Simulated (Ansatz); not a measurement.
Consider a ranking of structure types by relaxed energy of Hf on several prototypes (the Ansatz DFT code, driven from Python).

`hf_prototypes.py`
```python
"""Hf on common prototypes, each relaxed."""

import warnings

import ansatz as az
import numpy as np
import pandas as pd
import spglib

MAX_ITERATIONS = 200
KSPACING = 0.3
SMEARING = "gaussian"
SMEARING_WIDTH = 0.1


def hcp(first, a):
    return (
        az.Lattice.from_parameters(a, a, 1.633 * a, alpha=90, beta=90, gamma=120)
        .space_group(194)
        .atom(first, (1 / 3, 2 / 3, 0.25))
    )


def sc(A, a):
    return (
        az.Lattice.cubic(a)
        .space_group(221)
        .atom(A, (0, 0, 0))
    )


def diamond(first, a):
    return az.Crystal.diamond(first, a=a)


def bcc(a_site, a):
    return (
        az.Lattice.bcc(a)
        .space_group(229)
        .atom(a_site, (0, 0, 0))
        .primitive()
    )


def fcc(a_site, a):
    return (
        az.Lattice.fcc(a)
        .space_group(225)
        .atom(a_site, (0, 0, 0))
        .primitive()
    )


def ground_state(name, crystal, relax=True):
    calc = (
        crystal.calculation()
        .basis(14 * az.Ha, density_ratio=8)
        .accuracy("low")
        .scf(max_iterations=MAX_ITERATIONS, algorithm="direct_min")
        .functional(az.Functional.PBESOL)
        .kpoints(spacing=KSPACING)
        .occupations(SMEARING, width=SMEARING_WIDTH)
        .stress()
        .band_table()
    )
    if relax:
        calc = calc.relax(force_tolerance=0.03, cell=True)
    return calc.run()

def bulk_modulus(name, outcome, step=0.02):
    # B = -V dP/dV from the pressures of two uniformly scaled cells, atoms held at their fractions
    pressure = []
    for factor in (1 - step, 1.0, 1 + step):
        cell = az.Crystal(lattice=az.Lattice.of(outcome.lattice.cell_ang * factor ** (1 / 3)))
        for site in outcome.report["lattice"]["sites"]:
            cell = cell.atom(site["symbol"], site["position_frac"])
        pressure.append(np.trace(ground_state(name, cell, relax=False).report["stress_gpa"]) / 3)
    slope, bend = (pressure[0] - pressure[2]) / (2 * step), abs(pressure[0] + pressure[2] - 2 * pressure[1])
    # a jump of mesh or basis between the cells shows as a kink: no modulus then
    return float(slope) if bend < 12 * step**2 * abs(slope) + 0.15 and abs(pressure[1]) < 1.5 else float("nan")


def space_group(outcome):
    sites = outcome.report["lattice"]["sites"]
    kinds = sorted({site["symbol"] for site in sites})
    cell = (outcome.lattice.cell_ang, [site["position_frac"] for site in sites], [kinds.index(site["symbol"]) for site in sites])
    return spglib.get_spacegroup(cell, symprec=0.01)


def volume_per_atom(outcome):
    return abs(np.linalg.det(outcome.lattice.cell_ang)) / len(outcome.lattice.sites)

# starting lattice constants are rough guesses; the relaxation finds the rest
warnings.simplefilter("ignore", az.DeckWarning)

phases = {}
phases["hcp"] = hcp("Hf", 3.16)
phases["sc"] = sc("Hf", 2.91)
phases["diamond"] = diamond("Hf", 6.15)
phases["bcc"] = bcc("Hf", 3.55)
phases["fcc"] = fcc("Hf", 4.47)

done = {}
for name, crystal in phases.items():
    done[name] = ground_state(name, crystal)
    print(f"{name}: {done[name].report['energy_sigma0_ev']:.4f} eV, {len(done[name].lattice.sites)} atoms")

energy = {name: o.report["energy_sigma0_ev"] / len(o.lattice.sites) for name, o in done.items()}
lowest = min(energy.values())
rows = [(name, len(o.lattice.sites), 1000 * (energy[name] - lowest), space_group(o), volume_per_atom(o), bulk_modulus(name, o)) for name, o in done.items()]
rows.sort(key=lambda row: row[2])
print(pd.DataFrame(rows, columns=["phase", "atoms", "dE (meV/atom)", "space group", "V (A^3/atom)", "B (GPa)"]).round(4).to_string(index=False))
print("order:", " < ".join(row[0] for row in rows))
```

Which of these structures comes out lowest, and how far apart are they?

By space group at the end of each run: P6_3/mmc (+0 meV an atom, 21.6 Å³), Fm-3m (+80 meV an atom, 21.7 Å³), Im-3m (+180 meV an atom, 21.2 Å³), Pm-3m (+1110 meV an atom, 23.8 Å³) and Fd-3m (+2805 meV an atom, 33.0 Å³).

What the script printed:

`python hf_prototypes.py` gives:
```text
hcp: -31196.0529 eV, 2 atoms
sc: -15596.9163 eV, 1 atoms
diamond: -31190.4424 eV, 2 atoms
bcc: -15597.8461 eV, 1 atoms
fcc: -15597.9464 eV, 1 atoms
  phase  atoms  dE (meV/atom)    space group  V (A^3/atom)  B (GPa)
    hcp      2         0.0000 P6_3/mmc (194)       21.6432 114.7794
    fcc      1        80.0887    Fm-3m (225)       21.6919 108.6633
    bcc      1       180.3331    Im-3m (229)       21.2417  99.0807
     sc      1      1110.1231    Pm-3m (221)       23.7908  80.4818
diamond      2      2805.2641    Fd-3m (227)       32.9588  26.4598
order: hcp < fcc < bcc < sc < diamond
```

What to keep in mind:
- The settings weren't tested for convergence.
- The cutoff lies under the one recommended for these potentials.
- No spin polarisation was allowed.
- Under the recommended cutoff a pressure can be off by several GPa, even in sign.
- Pressure is positive in compression.
- Spin-orbit coupling, which matters for elements this heavy, is left out.
- The cells are built on prototypes, so most aren't the phase found in nature. Rows bear the name of their start, and a relaxation keeps or raises the symmetry. Differences under about 40 meV an atom lie within the error of mesh and functional.
- The script silences the warnings on its input, which a real study should read.
- Wall time of the script: 2.6 min on 1 thread of Arm Neoverse V1 (shared host), peak memory 0.55 GiB.

(Lines on the test bed's own set-up are left out of the output.)
